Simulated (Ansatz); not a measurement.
# revPBE/6-311+G(d,p) run of CHClF2 (difluorochloromethane)

Aim: the electronic atomisation energy of CHClF2 (difluorochloromethane) at revPBE/6-311+G**, from 5 runs. 

The results are computed with Ansatz 0.2.0.

69 further runs of the same task are left out: 69 set aside as unsound or not needed.

## 1. Starting point

CHClF2: 5 atoms, total charge 0, spin state singlet. As SMILES, `FC(F)Cl`. The shape is that of a PBE0-D4/def2-TZVP optimisation.

Bond lengths: F1–C2 1.334 Å, C2–F3 1.334 Å, C2–Cl4 1.763 Å, C2–H5 1.090 Å. Angles: F1–C2–F3 108.3°, F1–C2–Cl4 109.7°, F3–C2–Cl4 109.7°, F1–C2–H5 110.0°, F3–C2–H5 110.0°, Cl4–C2–H5 109.0°.

## 2. A single-point energy at revPBE/6-311+G(d,p)

Contents of job.yaml:

```yaml
crystal:
  periodic: [false, false, false]
  atoms:
    - symbol: F
      position_ang: [0.038900, -0.568100, 1.222300]
    - symbol: C
      position_ang: [0.109400, 0.023600, 0.028300]
    - symbol: F
      position_ang: [0.844200, -0.745900, -0.776900]
    - symbol: Cl
      position_ang: [-1.511000, 0.208900, -0.640800]
    - symbol: H
      position_ang: [0.568600, 1.007800, 0.125800]
basis:
  gaussian:
    orbitals: 6-311+G_st__st_-spherical.json
accuracy: high
output:
  orbitals: {seedname: orbitals}
hamiltonian:
  xc: {name: revPBE}
```

The basis set 6-311+G** is read from a file made from the Basis Set Exchange's data (not shown).

The run is started by

```console
$ ansatz run job.yaml --threads 1 --pin off --max-ram 3480MiB --events-out events.jsonl --progress --plain --runs-dir runs
```

The program printed:

```text
Warning: RAYON_NUM_THREADS=1 ignored (pool sized by the plan → 1); use --threads N
Functional definition: revPBE
  name "revPBE"
  parameter kappa = 1.245
  parameter beta = 0.06672455060314922
  exchange = pbe_x(kappa = kappa, mu = beta*pi^2/3)
  correlation = pbe_c(beta = beta)
1863 factors; integrals over basis functions are off by at most 4.5e-9 eV
mean field evaluation 1: about -19005.7856 eV, gradient 3.3e1 eV
mean field evaluation 2: about -19003.1899 eV, gradient 5.3e1 eV
mean field evaluation 4: about -19007.5050 eV, gradient 2.0e0 eV
mean field evaluation 8: about -19007.5065 eV, gradient 2.1e-1 eV
mean field evaluation 16: about -19007.5066 eV, gradient 1.0e-5 eV
mean field -19007.50660013 eV, -698.5129838041 hartree, gradient 3.7e-8 eV, S^2 0.000000; 0 other end points of the search recorded, 0 dependent functions left out
reference -19007.50660735 eV, -698.5129840694 hartree; 21, 21 occupied and 81, 81 virtual orbitals, 1863 factors
Total energy: -19007.50660735 eV, -698.5129840694 hartree
```

It took 5.7 s on 1 thread of Arm Neoverse V1, shared host; peak memory 0.23 GiB.

## 3. The C atom, same level

Contents of job.yaml:

```yaml
crystal:
  periodic: [false, false, false]
  atoms:
    - {symbol: C, position_ang: [0.000000, 0.000000, 0.000000]}
basis:
  gaussian:
    orbitals: 6-311+G_st__st_.json
magnetization:
  spin_polarized: true
  initial_magnetization: 2
hamiltonian:
  xc: {name: revPBE}
accuracy: high
```

The basis set 6-311+G** is read from a file made from the Basis Set Exchange's data (not shown).

The run is started by

```console
$ ansatz run job.yaml --threads 1 --pin off --max-ram 3480MiB --events-out events.jsonl --progress --plain --runs-dir runs
```

The program printed (excerpt; [...] marks lines left out):

```text
Warning: RAYON_NUM_THREADS=1 ignored (pool sized by the plan → 1); use --threads N
[... 6 set-up lines as earlier in the session ...]
169 factors; integrals over basis functions are off by at most 2.6e-9 eV
mean field evaluation 1: about -1029.4759 eV, gradient 6.7e0 eV
mean field evaluation 2: about -1029.6121 eV, gradient 4.9e0 eV
mean field evaluation 4: about -1029.7726 eV, gradient 2.8e-1 eV
mean field evaluation 8: about -1029.7724 eV, gradient 4.3e-4 eV
mean field evaluation 16: about -1029.6596 eV, gradient 4.3e0 eV
mean field evaluation 32: about -1029.7724 eV, gradient 5.4e-5 eV
mean field -1029.77237349 eV, -37.8434367209 hartree, gradient 1.1e-8 eV, S^2 2.002557; 2 other end points of the search recorded, 0 dependent functions left out
reference -1029.77237795 eV, -37.8434368848 hartree; 4, 2 occupied and 18, 20 virtual orbitals, 169 factors
Total energy: -1029.77237795 eV, -37.8434368848 hartree
```

Run time: 0.6 s. Hardware: 1 thread of Arm Neoverse V1, shared host.

## 4. The Cl atom, same level

Contents of run.yaml:

```yaml
crystal:
  periodic: [false, false, false]
  atoms:
    - {symbol: Cl, position_ang: [0.000000, 0.000000, 0.000000]}
basis:
  gaussian:
    orbitals: 6-311+G_st__st_-spherical.json
magnetization:
  spin_polarized: true
  initial_magnetization: 1
accuracy: high
hamiltonian:
  xc: {name: revPBE}
```

The basis set 6-311+G** is read from a file made from the Basis Set Exchange's data (not shown).

Run the same way, it converges to -460.06505 Eh (log not shown).

## 5. The F atom

Contents of job.yaml:

```yaml
crystal:
  periodic: [false, false, false]
  atoms:
    - {symbol: F, position_ang: [0.000000, 0.000000, 0.000000]}
basis:
  gaussian: {orbitals: 6-311+G_st__st_.json}
magnetization: {spin_polarized: true, initial_magnetization: 1}
accuracy: high
hamiltonian: {xc: {name: revPBE}}
```

The basis set 6-311+G** is read from a file made from the Basis Set Exchange's data (not shown).

The run is started by

```console
$ ansatz run job.yaml --threads 1 --pin off --max-ram 3480MiB --events-out events.jsonl --progress --plain --runs-dir runs
```

The program printed (excerpt; [...] marks lines left out):

```text
Warning: RAYON_NUM_THREADS=1 ignored (pool sized by the plan → 1); use --threads N
[... 6 set-up lines as earlier in the session ...]
175 factors; integrals over basis functions are off by at most 3.7e-9 eV
mean field evaluation 1: about -2713.5635 eV, gradient 6.4e0 eV
mean field evaluation 2: about -2713.5717 eV, gradient 6.1e0 eV
mean field evaluation 4: about -2713.6682 eV, gradient 8.9e-3 eV
mean field evaluation 8: about -2713.6682 eV, gradient 2.0e-5 eV
mean field evaluation 16: about -2713.5007 eV, gradient 7.6e0 eV
mean field evaluation 32: about -2713.6682 eV, gradient 1.7e-8 eV
mean field -2713.66822960 eV, -99.7254680472 hartree, gradient 1.0e-8 eV, S^2 0.751152; 5 other end points of the search recorded, 0 dependent functions left out
reference -2713.66823227 eV, -99.7254681456 hartree; 5, 4 occupied and 17, 18 virtual orbitals, 175 factors
Total energy: -2713.66823227 eV, -99.7254681456 hartree
```

Wall time 0.94 s (1 thread of Arm Neoverse V1, shared host).

## 6. The H atom

Contents of molecule.yaml:

```yaml
crystal:
  periodic: [false, false, false]
  atoms:
    - {symbol: H, position_ang: [0.000000, 0.000000, 0.000000]}
basis:
  gaussian: {orbitals: 6-311+G_st__st_.json}
magnetization: {spin_polarized: true, initial_magnetization: 1}
accuracy: high
hamiltonian: {xc: {name: revPBE}}
```

The basis set 6-311+G** is read from a file made from the Basis Set Exchange's data (not shown).

The run is started by

```console
$ ansatz run molecule.yaml --threads 1 --pin off --max-ram 3480MiB --events-out events.jsonl --progress --plain --runs-dir runs
```

The program printed (excerpt; [...] marks lines left out):

```text
Warning: RAYON_NUM_THREADS=1 ignored (pool sized by the plan → 1); use --threads N
[... 6 set-up lines as earlier in the session ...]
21 factors; integrals over basis functions are off by at most 2.5e-9 eV
mean field evaluation 1: about -13.7145 eV, gradient 5.3e-1 eV
mean field evaluation 2: about -13.7185 eV, gradient 8.2e-2 eV
mean field evaluation 4: about -13.7180 eV, gradient 2.2e-3 eV
mean field evaluation 8: about -13.7180 eV, gradient 8.0e-7 eV
mean field -13.71795515 eV, -0.5041255533 hartree, gradient 3.2e-9 eV, S^2 0.750000; 0 other end points of the search recorded, 0 dependent functions left out
reference -13.71795820 eV, -0.5041256656 hartree; 1, 0 occupied and 5, 6 virtual orbitals, 21 factors
Total energy: -13.71795820 eV, -0.5041256656 hartree
```

It took 0.12 s on 1 thread of Arm Neoverse V1, shared host.

## 7. Summary of results

Level: revPBE/6-311+G**.

```
                     quantity          value
       molecule: total energy  -698.51298 Eh
        molecule: HOMO energy       -8.17 eV
        molecule: LUMO energy       -0.85 eV
      molecule: HOMO–LUMO gap        7.31 eV
         C atom: total energy   -37.84344 Eh
                 C atom: ⟨S²⟩          2.003
        Cl atom: total energy  -460.06505 Eh
                Cl atom: ⟨S²⟩          0.752
         F atom: total energy   -99.72547 Eh
                 F atom: ⟨S²⟩          0.751
         H atom: total energy    -0.50413 Eh
                 H atom: ⟨S²⟩          0.750
electronic atomisation energy      17.672 eV
```

What this shows: Taking the molecule apart into free atoms costs 17.67 eV (408 kcal/mol), before zero-point energy and without spin-orbit coupling.
